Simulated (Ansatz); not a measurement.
**BBrCl radical: up Jacob's ladder to CCSD(T)**

An exercise on one series of results from a longer session: the logs are not shown, and one member is left open.

Computed with Ansatz 0.2.0, Gaussian basis. Level: functionals in def2-TZVPP, the program's frozen cores in correlated methods.

Plan: LDA (SPW92), PBE-D4, revPBE-D4, BLYP-D4, r2SCAN-D4, B97M-V, PBE0-D4, B3LYP-D4, r2SCANh-D4, r2SCAN0-D4, HSE06-D4, BHLYP-D4, CAM-B3LYP-D4, LC-ωPBE, ωB97X-V, ωB97M-V, B2PLYP, PBE-QIDH; CCSD(T)/def2-SVP; CCSD(T)/def2-TZVPP; MP2/def2-QZVPP; extrapolation to the limit; RPA on PBE.

### The relaxed structure

All runs share one geometry, relaxed beforehand with PBE0-D4 in a triple-zeta def2 set.

SMILES `Cl[B]Br`, 3 atoms, charge 0, spin multiplicity 2.

Atoms are counted from 1 here; the program's logs count them from 0.

Bond lengths: Cl1–B2 1.715 Å, B2–Br3 1.883 Å. Angles: Cl1–B2–Br3 125.8°.

The first run:

in.yaml

```yaml
crystal:
  periodic: [false, false, false]
  atoms:
    - {symbol: Cl, position_ang: [-0.155366, 1.563297, 0.076609]}
    - {symbol: B, position_ang: [-0.479864, -0.085285, -0.269423]}
    - {symbol: Br, position_ang: [0.624329, -1.542812, 0.179614]}
basis:
  gaussian: {orbitals: def2-TZVPP}
magnetization: {spin_polarized: true, initial_magnetization: 1}
hamiltonian: {xc: lda}
output: {orbitals: {seedname: orbitals}}
```

Started as:

```bash
> ansatz run in.yaml --threads 4 --pin off --events-out ev --progress --plain --max-ram 10444MiB
```

Steps of the session up to this table: LDA; PBE-D4 (GGA); revPBE-D4 (GGA); BLYP-D4 (GGA); r2SCAN-D4 (meta-GGA); B97M-V (meta-GGA); B3LYP-D4 (hybrid); r2SCANh-D4 (hybrid); r2SCAN0-D4 (hybrid); HSE06-D4 (hybrid); BHLYP-D4 (hybrid); CAM-B3LYP-D4 (range-separated); LC-ωPBE (range-separated); ωB97X-V (range-separated); ωB97M-V (range-separated); B2PLYP (double hybrid); PBE-QIDH (double hybrid).

One table of the session follows, with a row left open; its other results are not shown here.

It belongs to the step «Frontier levels by functional». 

| functional | HOMO (eV) | LUMO (eV) | gap (eV) |
| --- | --- | --- | --- |
| LDA (SPW92) | -5.04 | -3.50 | 1.54 |
| PBE-D4 | -5.07 | -3.03 | 2.04 |
| revPBE-D4 | -5.05 | -2.95 | 2.10 |
| BLYP-D4 | -4.88 | -3.09 | 1.79 |
| r2SCAN-D4 | -5.50 | -2.88 | 2.62 |
| B97M-V | -5.16 | -3.02 | 2.14 |
| PBE0-D4 | -6.37 | -2.12 | 4.25 |
| B3LYP-D4 | -6.07 | -2.52 | 3.55 |
| r2SCANh-D4 | -5.97 | -2.54 | 3.43 |
| r2SCAN0-D4 | ? | ? | ? |
| HSE06-D4 | -5.97 | -2.50 | 3.47 |
| BHLYP-D4 | -7.49 | -1.32 | 6.18 |
| CAM-B3LYP-D4 | -7.65 | -1.25 | 6.40 |
| LC-ωPBE | -9.11 | 0.15 | 9.26 |
| ωB97X-V | -8.57 | -0.38 | 8.19 |
| ωB97M-V | -8.19 | -0.56 | 7.63 |

Estimate the missing values for r2SCAN0-D4.

Worked estimate for «HOMO (eV)». Against the share of exact exchange, r2SCAN-D4 (0, -5.50), r2SCANh-D4 (0.1, -5.97) give a slope of -4.70 per unit share; at 0.25 the line stands at -6.67.

The run gave: HOMO (eV): -6.68; LUMO (eV): -2.03; gap (eV): 4.65. In «HOMO (eV)» the line misses by +0.01.
